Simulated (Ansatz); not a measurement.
# C₂H₃BS: single points off equilibrium

An exercise on one series of results from a longer session: the logs are not shown, and one member is left open.

Program: Ansatz 0.2.0, Gaussian basis. Level of theory: single points in def2-TZVPP. These are calculated values, not measurements.

Cores are frozen in the correlated methods.

### Starting geometry

SMILES `BC#CS`, 7 atoms, charge 0, spin multiplicity 1.

Atoms are counted from 1 here; the program's logs count them from 0.

Bond lengths: B1–C2 1.805 Å, B1–H5 1.321 Å, B1–H6 1.131 Å, C2–C3 1.195 Å, C3–S4 1.504 Å, S4–H7 1.452 Å. Angles: C2–B1–H5 107.8°, C2–B1–H6 104.2°, H5–B1–H6 147.9°, B1–C2–C3 159.8°, C2–C3–S4 152.2°, C3–S4–H7 90.6°.

As a file:

| atom | x (Å) | y (Å) | z (Å) |
| --- | --- | --- | --- |
| B1 | -0.6324 | 1.7403 | 0.3719 |
| C2 | 0.0049 | 0.0536 | 0.2979 |
| C3 | 0.2976 | -1.0159 | -0.1470 |
| S4 | 0.5734 | -2.4872 | -0.0017 |
| H5 | -0.1989 | 2.3836 | -0.6979 |
| H6 | -1.2032 | 1.7795 | 1.3479 |
| H7 | 1.5386 | -2.4279 | -1.0843 |

Set-up of the first run:

Input file run/in.yaml:

```yaml
crystal:
  periodic: [false, false, false]
  atoms:
    - {symbol: B, position_ang: [-0.632400, 1.740300, 0.371900]}
    - {symbol: C, position_ang: [0.004900, 0.053600, 0.297900]}
    - {symbol: C, position_ang: [0.297600, -1.015900, -0.147000]}
    - {symbol: S, position_ang: [0.573400, -2.487200, -0.001700]}
    - {symbol: H, position_ang: [-0.198900, 2.383600, -0.697900]}
    - {symbol: H, position_ang: [-1.203200, 1.779500, 1.347900]}
    - {symbol: H, position_ang: [1.538600, -2.427900, -1.084300]}
basis:
  gaussian: {orbitals: def2-TZVPP}
correlation: {method: ccsd_t}
output: {forces: true}
```

The command line of these runs was not kept.

Among the steps run: CCSD(T)/def2-TZVPP; PBE0-D4/def2-TZVPP; wB97M-V/def2-TZVPP; r2SCAN-D4/def2-TZVPP; PBE-D4/def2-TZVPP; revPBE-D4/def2-TZVPP; BHLYP-D4/def2-TZVPP.

One of the session's tables, all rows but one given; the rest of the session is left out.

| method | RMS force component (eV/Å) | angle to CCSD(T) forces (°) | dipole (D) |
| --- | --- | --- | --- |
| CCSD(T) | 3.375 | reference | 0.43 |
| PBE0-D4 | 3.209 | 3.9 | 0.52 |
| wB97M-V | 3.263 | 6.0 | 0.39 |
| r2SCAN-D4 | 3.186 | 4.0 | 0.67 |
| PBE-D4 | ? | ? | ? |
| revPBE-D4 | 3.252 | 5.7 | 0.85 |
| BHLYP-D4 | 3.231 | 10.2 | 0.47 |

Q: Estimate the row for PBE-D4 from the others.

As computed: RMS force component (eV/Å): 3.219; angle to CCSD(T) forces (°): 5.7; dipole (D): 0.91. In the column «RMS force component (eV/Å)» it lies between PBE0-D4 (3.209) and BHLYP-D4 (3.231).
